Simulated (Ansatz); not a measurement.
PtSe:

```xyz
2
Lattice="3.7019 0.0000 0.0000 -1.8509 3.2059 0.0000 0.0000 0.0000 3.6128" Properties=species:S:1:pos:R:3 pbc="T T T"
Pt    0.0000    0.0000    0.0000
Se    1.8509    1.0686    1.8064
```

The cell comes from a database or a generator and needn't be the stable form of this composition.

* Program: Ansatz 0.2.0
* Task: single point
* Functional: PBE
* Potentials or basis: Ansatz PAW
* Cutoff: 420 eV (not typed: the program's choice for these potentials)
* k mesh: 8 × 8 × 7
* Occupations: fermi-dirac, width 0.05 eV
* Spin: no spin polarisation

On this cell: pressure -11.4 GPa; largest force under 0.003 eV/Å; band gap on the k mesh none (metal or under the smearing width).

The same run follows on a disturbed copy (atoms moved at random, drawn with an rms of 0.05 Å):

```
Pt Se
1.0
     3.70187    0.00000    0.00000
    -1.85094    3.20591    0.00000
     0.00000    0.00000    3.61284
Pt Se
1 1
Direct
  0.00909 0.00352 0.98536
  0.65028 0.32912 0.50583
```

Question: What changes?

Answer: The energy (extrapolated to zero smearing) moves by -8.5 meV/atom; pressure -11.2 GPa; largest force 0.265 eV/Å; band gap on the k mesh none (metal or under the smearing width).

Forces in eV/Å, atoms in the order of the input:
```
Pt   0.201  0.081 -0.152
Se  -0.201 -0.081  0.152
```

Stress tensor (GPa, compression positive):
```
 -9.82  -1.06  -0.29
 -1.06  -9.29  -0.13
 -0.29  -0.13 -14.40
```

The energy falls, though the first cell shows no forces: that form is unstable against this distortion, unless noise or another electronic state is at work.
